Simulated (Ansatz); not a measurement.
The same calculation of Gd3InN, space group Pm-3m as a Python script and as an input file (Ansatz's Python interface).

`deck_gd3inn.py`
```python
"""Gd3InN from an input typed as a mapping."""

import ansatz
import numpy as np


def main() -> None:
    deck = {
        "crystal": {
            "lattice": [[4.8627, 0.0, 0.0], [0.0, 4.8627, 0.0], [0.0, 0.0, 4.8627]],
            "atoms": [
                {"symbol": "Gd", "position": [0.5, 0.5, 0.0], "spin": 4.9},
                {"symbol": "Gd", "position": [0.0, 0.5, 0.5], "spin": 4.9},
                {"symbol": "Gd", "position": [0.5, 0.0, 0.5], "spin": 4.9},
                {"symbol": "In", "position": [0.0, 0.0, 0.0]},
                {"symbol": "N", "position": [0.5, 0.5, 0.5]},
            ],
        },
        "magnetization": {"spin_polarized": True},
        "kpoints": {"mp_grid": {"kspacing": 0.3}},
        "hamiltonian": {"xc": "lda"},
        "scf": {"occupations": {"method": "fermi_dirac", "width": 0.1}},
        "basis": {"ecutwfc": "19 Ha"},
        "output": {"forces": True, "stress": True},
    }

    res = ansatz.Session.from_dict(deck).plan(threads=1).execute()
    r = res.report

    n_atoms = len(r["lattice"]["sites"])
    print("F =", round(r["free_energy_ev"], 4), "eV for", n_atoms, "atoms")
    print("E(sigma -> 0) =", round(r["energy_sigma0_ev"], 4), "eV, TS =", round(r["entropy_ts_ev"], 5), "eV")
    print("closed by", r["closed_by"], "after", r["n_iterations"], "iterations")

    # the stress is positive in compression
    sigma = r["stress_gpa"]
    voigt = [sigma[0][0], sigma[1][1], sigma[2][2], sigma[1][2], sigma[0][2], sigma[0][1]]
    print("stress xx yy zz yz xz xy (GPa, compression positive):", " ".join(f"{s:.3f}" for s in voigt))
    print("P =", round(10 * float(np.mean(voigt[:3])), 2), "kbar")

    print("site moments (muB):", [round(m, 2) for m in r["site_moments_mub"]])
    print("electrons up, down:", [round(n, 3) for n in r["spin_occupation_sums"]])


if __name__ == "__main__":
    main()
```

Running `python deck_gd3inn.py` prints:
```text
DeckWarning: where an SCF of this run starts from atoms to list the orders of its open shells, Gd (sites 0, 1, 2, from 0) starts with 6.64 μB on its 4f shell, in the place of the 4.90 μB that the deck gives it: an open f shell starts with all that it can hold [...]
F = -33216.8807 eV for 5 atoms
E(sigma -> 0) = -33216.8162 eV, TS = 0.1289 eV
closed by deck_thresholds after 11 iterations
stress xx yy zz yz xz xy (GPa, compression positive): -4.882 -4.882 -4.882 0.000 0.000 0.000
P = -48.82 kbar
site moments (muB): [6.82, 6.82, 6.82, -0.06, -0.05]
electrons up, down: [46.592, 25.408]
```
(Warnings from the package without file and line, shortened, repeats left out.)

`input.yaml`:
```yaml
crystal:
  lattice:
    - [4.8627, 0.0, 0.0]
    - [0.0, 4.8627, 0.0]
    - [0.0, 0.0, 4.8627]
  atoms:
    - { symbol: Gd, position: [0.5, 0.5, 0.0], spin: 4.9 }
    - { symbol: Gd, position: [0.0, 0.5, 0.5], spin: 4.9 }
    - { symbol: Gd, position: [0.5, 0.0, 0.5], spin: 4.9 }
    - { symbol: In, position: [0.0, 0.0, 0.0] }
    - { symbol: "N", position: [0.5, 0.5, 0.5] }
magnetization:
  spin_polarized: true
kpoints:
  mp_grid: { kspacing: 0.3 }
hamiltonian:
  xc: lda
scf:
  occupations: { method: fermi_dirac, width: 0.1 }
basis:
  ecutwfc: "19 Ha"
output:
  forces: true
  stress: true
```

Launched from the shell:
```console
$ ansatz run input.yaml --threads 1 --pin off --max-ram 3072MiB --backend cpu --events-out ev --progress --plain --runs-dir out
Warning: where an SCF of this run starts from atoms to list the orders of its open shells, Gd (sites 0, 1, 2, from 0) starts with 6.64 μB on its 4f shell, in the place of the 4.90 μB that the deck gives it: an open f shell starts with all that it can hold by Hund's first rule. To start from spheres of the given moment, type scf.initial_density.shell_occupations: []
Engine: ansatz 0.2.0, aarch64-unknown-linux-gnu
Pseudopotentials: kind: paw
Pseudopotential: Gd, paw, valence charge 18, recommended cutoff 420 eV (normal), Gd.paw.azcp
Pseudopotential: In, paw, valence charge 13, recommended cutoff 420 eV (normal), In.paw.azcp
Pseudopotential: N, paw, valence charge 5, recommended cutoff 420 eV (normal), N.paw.azcp
Functional definition: SPW92
  exchange = slater_x
  correlation = pw_c
Crystal: 5 atoms, lattice volume = 114.983 Å³
Basis set: ecut = 517.016338673772 eV, 3071 PW (Γ)
Bands: 53, of which v1, the nominal top of the filled ones, is band 36 counted from 1 (35 counted from 0)
Symmetry: 48 space group operations
Space group: Pm-3m (ITA 221), of the structure as read, at distance tolerance 4.9e-5 Å
Magnetic group: BNS 221.92 (UNI 1594), of the structure as read, at distance tolerance 4.9e-5 Å
k-points: 10 of 125
Non-local potential: Gd, projectors of the file, l = 0: 3, l = 1: 2, l = 2: 2, l = 3: 3
Non-local potential: In, projectors of the file, l = 0: 2, l = 1: 2, l = 2: 2, l = 3: 2
Non-local potential: N, projectors of the file, l = 0: 2, l = 1: 2, l = 2: 1
PAW form: soft (Blöchl's): semilocal exchange-correlation on the pseudo side does not see the compensation charge
PAW frozen core: Gd, regenerated for the run's functional, and the local potential with it (the file was generated under x = pbe(κ = 0.804, μ = 0.2195149727645171), c = pbe(β = 0.06672455060314922))
PAW frozen core: In, regenerated for the run's functional, and the local potential with it (the file was generated under x = pbe(κ = 0.804, μ = 0.2195149727645171), c = pbe(β = 0.06672455060314922))
PAW frozen core: N, regenerated for the run's functional, and the local potential with it (the file was generated under x = pbe(κ = 0.804, μ = 0.2195149727645171), c = pbe(β = 0.06672455060314922))
PAW one-centre angular grid: Gd, 590 points (default); XC on 64 Gauss nodes
PAW one-centre angular grid: In, 590 points (default); XC on 64 Gauss nodes
PAW one-centre angular grid: N, 110 points (default); XC on 64 Gauss nodes
Initial density: superposition of atomic densities (chi_scale 0.1, normalization cell, long waves kept (reshape's long-wave potential 0.01 eV rms))
Starting moments: Σ|m| = 14.7 μB on 3 of 5 sites
Initial wavefunctions: pseudopotential atomic-orbital guess
Functional: x = slater, c = lda
iter 1 solved again at ethr=1.51e-3 eV; its pass at ethr=3.10e-3 eV (dr2=1.09e0 eV) is discarded
SCF iter   1: F=—  HF=-33216.803920 eV  |F-HF|=—  |Δ(HF+E_count)|=         —  Δρ=2.48e-2 (↑2.11e-2 ↓2.48e-2)  dr2=1.10e0  dr2_m=2.71e-1  M=20.710 μB ∫|m|=20.790 μB  β_m=0.30  ethr=1.51e-3  ⟨swp⟩=1.0  Hψ=4730  notcnv=0
Mixer restart at iter 1: flushing history
preconditioner: auto → Kerker (q_TF=auto, 2.524 Å⁻¹)  [metal: Δε(μ)=0.054 eV  Ē_g=11.012 eV  σ=0.100 eV  W_gap=0.13  n_scr=26 (ndim 8)  ℏωp=28.1 eV  f_vac=0.000  D(μ)=6.46/eV (n_scr^D=80)]
spin=Collinear: Kerker preconditioning applied to the charge; magnetization (m = ρ↑ − ρ↓) channel mixes plain (no charge-response kernel on spin).
SCF iter   2: F=—  HF=-33216.593979 eV  |F-HF|=—  |Δ(HF+E_count)|=   2.10e-1  Δρ=2.05e-2 (↑1.34e-2 ↓2.05e-2)  dr2=5.19e-1  dr2_m=1.69e-1  M=20.766 μB ∫|m|=20.872 μB  β_m=0.63  ethr=1.51e-3  ⟨swp⟩=2.0  Hψ=1862  notcnv=0
SCF iter   3: F=—  HF=-33216.818812 eV  |F-HF|=—  |Δ(HF+E_count)|=   2.25e-1  Δρ=8.09e-3 (↑6.21e-3 ↓8.09e-3)  dr2=4.70e-2  dr2_m=3.76e-2  M=20.943 μB ∫|m|=21.126 μB  β_m=0.71  ethr=7.20e-4  ⟨swp⟩=2.9  Hψ=2002  notcnv=0
SCF iter   4: F=—  HF=-33216.857240 eV  |F-HF|=—  |Δ(HF+E_count)|=   3.84e-2  Δρ=4.82e-3 (↑1.55e-3 ↓4.82e-3)  dr2=5.20e-2  dr2_m=3.43e-3  M=21.100 μB ∫|m|=21.330 μB  β_m=0.72  ethr=6.53e-5  ⟨swp⟩=2.0  Hψ=2180  notcnv=0
SCF iter   5: F=—  HF=-33216.879974 eV  |F-HF|=—  |Δ(HF+E_count)|=   2.27e-2  Δρ=1.61e-3 (↑1.00e-3 ↓1.61e-3)  dr2=7.07e-3  dr2_m=6.37e-4  M=21.164 μB ∫|m|=21.414 μB  β_m=0.86  ethr=6.53e-5  ⟨swp⟩=2.0  Hψ=2112  notcnv=0
SCF iter   6: F=—  HF=-33216.881099 eV  |F-HF|=—  |Δ(HF+E_count)|=   1.13e-3  Δρ=6.82e-4 (↑6.82e-4 ↓6.65e-4)  dr2=2.78e-3  dr2_m=1.07e-5  M=21.193 μB ∫|m|=21.450 μB  β_m=0.76  ethr=9.82e-6  ⟨swp⟩=2.1  Hψ=1972  notcnv=0
SCF iter   7: F=—  HF=-33216.880620 eV  |F-HF|=—  |Δ(HF+E_count)|=   4.79e-4  Δρ=2.03e-4 (↑2.03e-4 ↓1.74e-4)  dr2=1.07e-4  dr2_m=1.41e-6  M=21.187 μB ∫|m|=21.443 μB  β_m=0.88  ethr=3.86e-6  ⟨swp⟩=2.0  Hψ=1416  notcnv=0
SCF iter   8: F=—  HF=-33216.880698 eV  |F-HF|=—  |Δ(HF+E_count)|=   7.76e-5  Δρ=3.59e-5 (↑2.89e-5 ↓3.59e-5)  dr2=5.87e-6  dr2_m=1.34e-7  M=21.183 μB ∫|m|=21.437 μB  β_m=0.94  ethr=1.48e-7  ⟨swp⟩=2.0  Hψ=1952  notcnv=0
SCF iter   9: F=—  HF=-33216.880698 eV  |F-HF|=—  |Δ(HF+E_count)|=   3.08e-8  Δρ=8.53e-6 (↑8.53e-6 ↓8.03e-6)  dr2=5.21e-7  dr2_m=2.77e-9  M=21.183 μB ∫|m|=21.438 μB  β_m=0.97  ethr=8.15e-9  ⟨swp⟩=2.1  Hψ=1811  notcnv=0
SCF iter  10: F=—  HF=-33216.880698 eV  |F-HF|=—  |Δ(HF+E_count)|=   1.75e-7  Δρ=2.43e-6 (↑1.69e-6 ↓2.43e-6)  dr2=2.50e-8  dr2_m=1.59e-9  M=21.183 μB ∫|m|=21.438 μB  β_m=0.98  ethr=7.24e-10  ⟨swp⟩=2.5  Hψ=1826  notcnv=0
SCF iter  11: F=-33216.880698 eV  HF=-33216.880698 eV  |F-HF|=8.00e-9  |Δ(HF+E_count)|=   2.95e-8  Δρ=3.12e-6 (↑7.15e-7 ↓3.12e-6)  dr2=1.15e-8  dr2_m=2.40e-9  M=21.183 μB ∫|m|=21.438 μB  ethr=3.47e-11  ⟨swp⟩=2.3  Hψ=3309  notcnv=0
SCF 1 converged in 11 iterations: F = -33216.880698 eV  dr2 = 1.15e-8
  greatest PAW one-centre occupation: 0.998 electrons in one spin orbital (limit 2), on the Gd atom at site 2 (counted from 0), in its partial waves of l = 0
SCF converged after 11 iterations
Magnetization: 21.1831 μB (46.5916 up, 25.4084 down)
Absolute magnetization: 21.4382 μB (∫|ρ↑−ρ↓|, with the PAW one-centre terms)
Spin contamination: 0.0624 ħ² per cell (⟨S²⟩ above its minimum at these occupations)
Per-site moments (μB) at R_I (Å): [(6.820558116530418, 1.0029318750000003), (6.8205581165304245, 1.0029318750000003), (6.82055811653042, 1.0029318750000003), (-0.05963401445667848, 1.4183598597612777), (-0.054215964643768516, 1.0029318750000003)]
Free energy (F): -33216.880698 eV
Harris-Foulkes:  -33216.880698 eV  (|F-HF|=8.00e-9)
Internal energy: -33216.751801 eV  (E = F + TS)
E sigma→0 (E₀):  -33216.816250 eV
Entropy (-TS):   -0.128896 eV (-25.779 meV/atom)
Fermi energy:    13.301159 eV
--- Per-component energies (eV) ---
  E_band       = 22.076030
  E_kinetic    = 1585.602092
  E_local      = -7229.973845  (includes V_loc(G=0)·N_el)
  E_nonlocal   = 1307.827643
  E_hartree    = 2974.101261
  E_xc         = -968.597552
  E_vxc        = -936.686014  (∫ρ·V_xc dr)
  E_paw        = -22872.896235  (= ΣΔE_a)
  E_vpaw       = -652.888111  (= ΣTr[D̂ρ^β])
  E_aug_tail   = 0.000016  (compensation charges beyond the density's cutoff)
  E_ewald      = -8017.016863
  E_core_change = 4.201680  (= ΣΔE_core)
  E_smearing   = -0.128896  (= −TS)
  E_closure    = 0.000000  (closes the sum)
  Σ components = -33216.880698   (vs F -33216.880698, Δ=0.00e0)
--- Forces (eV/Å), atoms counted from 1 ---
  atom   1  Gd     0.00000000     0.00000000    -0.00000000
  atom   2  Gd     0.00000000     0.00000000     0.00000000
  atom   3  Gd     0.00000000    -0.00000000    -0.00000000
  atom   4  In    -0.00000000    -0.00000000     0.00000000
  atom   5  N      0.00000000    -0.00000000    -0.00000000
  max |Σ_I F_I| component: 6.44e-29 eV/Å
--- Stress (GPa, compression-positive) ---
       -4.881700       0.000000       0.000000
        0.000000      -4.881700       0.000000
        0.000000       0.000000      -4.881700
  P = ⅓ Tr σ = -4.8817 GPa (-48.817 kbar)
```

Reading the output:
- Absolute energies stand on the zero of these potentials, so only differences at equal settings mean something. A total without «per atom» is that of the cell as typed.
- Open f shells: without a Hubbard U, without spin-orbit coupling; the state reached hangs on the start and needn't be the lowest.
- Without U the f states sit at the Fermi level and can close a real gap.
- The mesh is modest for a metal, so energies can be off by several to tens of meV an atom and pressures by half a GPa or more; differences at equal mesh fare better.
- The starting cell is as deposited in a crystallographic database; the results hold for this polymorph, which needn't be the stable one.
- Wall time of the script: 18 s on 1 thread of Arm Neoverse V1, on a shared host, peak memory 0.6 GiB.

(Lines on the test bed's own set-up are left out of the output.)
